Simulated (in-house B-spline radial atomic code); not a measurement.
# V⁴⁺: excited configurations

Wanted: excitation energies of V⁴⁺ as differences of total energies (ΔSCF).

The numbers are computed with in-house B-spline radial atomic code version 1 (scalar-relativistic (spin-free one-electron X2C) PBE0, spin-polarised, spherical density, exact exchange averaged over the configuration, Fermi nucleus, basis-set limit), except any that are marked as measured or tabulated.

### 1 The system

| Item | Value |
| --- | --- |
| element | vanadium (Z = 23) |
| charge | +4 |
| electrons | 19 |
| configuration | [Ar] 3d1 |
| Hamiltonian | scalar-relativistic (X2C) |
| nucleus | Fermi, rms radius 3.600 fm |

The outer shells:

[Ar] 3d1
```
[Ar] core
3d [↑ ][  ][  ][  ][  ]
```

Where spins are not typed, each open shell is filled with up spins first.

### 2 The base configuration

The run's settings:

```ini
Z = 23
electrons = 19.0
configuration = [Ar] 3d1
hamiltonian = x2c
method = pbe0
spin_polarised = True
nucleus = fermi
rms_radius = 3.6002
mass_number = 51
atomic_mass = 50.943957664
speed_of_light = 137.035999084
exact_exchange = averaged over the configuration
```

Run with:

```
$ python run_scf.py task.json out
```

The settings of every run stand in task.json; they run in order.

### 3 Configuration [Ne] 3s2 3p5 3d2

The settings differ from step 2 so:

```diff
@@ -2,3 +2,3 @@
 electrons = 19.0
-configuration = [Ar] 3d1
+configuration = [Ne] 3s2 3p5 3d2
 hamiltonian = x2c
```

### 4 Run with [Ne] 3s2 3p5 3d1 4d1

The settings differ from step 3 so:

```diff
@@ -2,3 +2,3 @@
 electrons = 19.0
-configuration = [Ne] 3s2 3p5 3d2
+configuration = [Ne] 3s2 3p5 3d1 4d1
 hamiltonian = x2c
```

### 5 [Ne] 3s2 3p5 3d1 4p1

The settings differ from step 4 so:

```diff
@@ -2,3 +2,3 @@
 electrons = 19.0
-configuration = [Ne] 3s2 3p5 3d1 4d1
+configuration = [Ne] 3s2 3p5 3d1 4p1
 hamiltonian = x2c
```

### 6 Run with [Ar] 4s1

The settings differ from step 5 so:

```diff
@@ -2,3 +2,3 @@
 electrons = 19.0
-configuration = [Ne] 3s2 3p5 3d1 4p1
+configuration = [Ar] 4s1
 hamiltonian = x2c
```

### 7 Configuration [Ar] 4p1

The settings differ from step 6 so:

```diff
@@ -2,3 +2,3 @@
 electrons = 19.0
-configuration = [Ar] 4s1
+configuration = [Ar] 4p1
 hamiltonian = x2c
```

### 8 [Ne] 3s2 3p5 3d1 4s1

The settings differ from step 7 so:

```diff
@@ -2,3 +2,3 @@
 electrons = 19.0
-configuration = [Ar] 4p1
+configuration = [Ne] 3s2 3p5 3d1 4s1
 hamiltonian = x2c
```

### 9 Configuration [Ar] 4f1

The settings differ from step 8 so:

```diff
@@ -2,3 +2,3 @@
 electrons = 19.0
-configuration = [Ne] 3s2 3p5 3d1 4s1
+configuration = [Ar] 4f1
 hamiltonian = x2c
```

### 10 Configuration [Ne] 3s2 3p5 3d1 4f1

The settings differ from step 9 so:

```diff
@@ -2,3 +2,3 @@
 electrons = 19.0
-configuration = [Ar] 4f1
+configuration = [Ne] 3s2 3p5 3d1 4f1
 hamiltonian = x2c
```

### 11 Run with [Ar] 4d1

The settings differ from step 10 so:

```diff
@@ -2,3 +2,3 @@
 electrons = 19.0
-configuration = [Ne] 3s2 3p5 3d1 4f1
+configuration = [Ar] 4d1
 hamiltonian = x2c
```

Q: How far above the reference does each configuration lie (order and size, in eV)?

As calculated:

| net move | configuration | 2|M_S|+1 | energy above the reference (eV) | largest <r> (bohr) |
| --- | --- | --- | --- | --- |
| 3d → 4s | [Ar] 4s1 | 2 | 18.483 | 2.24 |
| 3d → 4p | [Ar] 4p1 | 2 | 25.689 | 2.47 |
| 3d → 4d | [Ar] 4d1 | 2 | 36.102 | 2.97 |
| 3p → 3d | [Ne] 3s2 3p5 3d2 | 4 | 38.738 | 1.06 |
| 3d → 4f | [Ar] 4f1 | 2 | 43.352 | 3.38 |
| 3p → 4s | [Ne] 3s2 3p5 3d1 4s1 | 4 | 58.471 | 2.23 |
| 3p → 4p | [Ne] 3s2 3p5 3d1 4p1 | 4 | 65.762 | 2.45 |
| 3p → 4d | [Ne] 3s2 3p5 3d1 4d1 | 4 | 76.145 | 2.96 |
| 3p → 4f | [Ne] 3s2 3p5 3d1 4f1 | 4 | 83.651 | 3.34 |

**Reading.** The lowest of them is 3d → 4s at 18.483 eV and the highest 3p → 4f at 83.651 eV. Two partly filled shells share a symmetry and can mix in the average, which may lower the energy, for: 3p → 4d. The reference has 2|M_S|+1 = 2; 5 of the configurations differ from it in spin. These are spherical averages at the typed spins, not spectroscopic levels.
